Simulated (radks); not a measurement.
# Gd³⁺ in [Xe] 4f7: an all-electron calculation

Wanted: eigenvalues, radial structure and energy terms of the gadolinium ion Gd3+.

Method: non-relativistic Kohn-Sham, AM05, spin-polarised, spherical densities, point nucleus; open shells are filled with parallel spins first. Code: radks (a radial shooting solver on a logarithmic mesh, Libxc functionals) version 1.

**1. The atom as given**

- element: gadolinium (Z = 64)
- charge: +3
- electrons: 61
- configuration: [Xe] 4f7

Outer shells as boxes (Hund's rule):

Gd³⁺
```
[Xe] core
4f [↑ ][↑ ][↑ ][↑ ][↑ ][↑ ][↑ ]
```

**2. Self-consistent calculation**

The run's settings:

```text
Z 64
configuration [Xe] 4f7 6s0 5d0
relativity non-relativistic
functional am05,am05
spin polarised
nucleus point
```

Q: Predict the outcome of this run.

As calculated:

```
                        quantity                     value
                    total energy       -10815.7857 hartree
exchange-correlation share of it                    2.15 %
                            −T/E                    0.9996
          highest occupied level         4f up, -39.971 eV
    most extended occupied level  5p down, <r> = 1.58 bohr
 radius at density 0.001 e/bohr³                 3.27 bohr
    maxima of the radial density                         4
         ionisation energy, NIST       44.4 (semi-emp.) eV
```

**Reading.** 5 principal shells are occupied and 4 maxima appear in the radial density; where shells overlap, one shows as a shoulder or not at all. The ratio −T/E is 0.9996; for a non-relativistic Coulomb system it is 1 up to the kinetic part of correlation. The top level binds by 39.971 eV, 90 % of the NIST ionisation energy of 44.4 eV; the potential of a semilocal functional falls off too fast, so its top eigenvalue is too shallow. Relativity is left out here, which matters for elements this heavy. Open shells are spherical and high-spin; term and fine-structure splittings are not resolved.
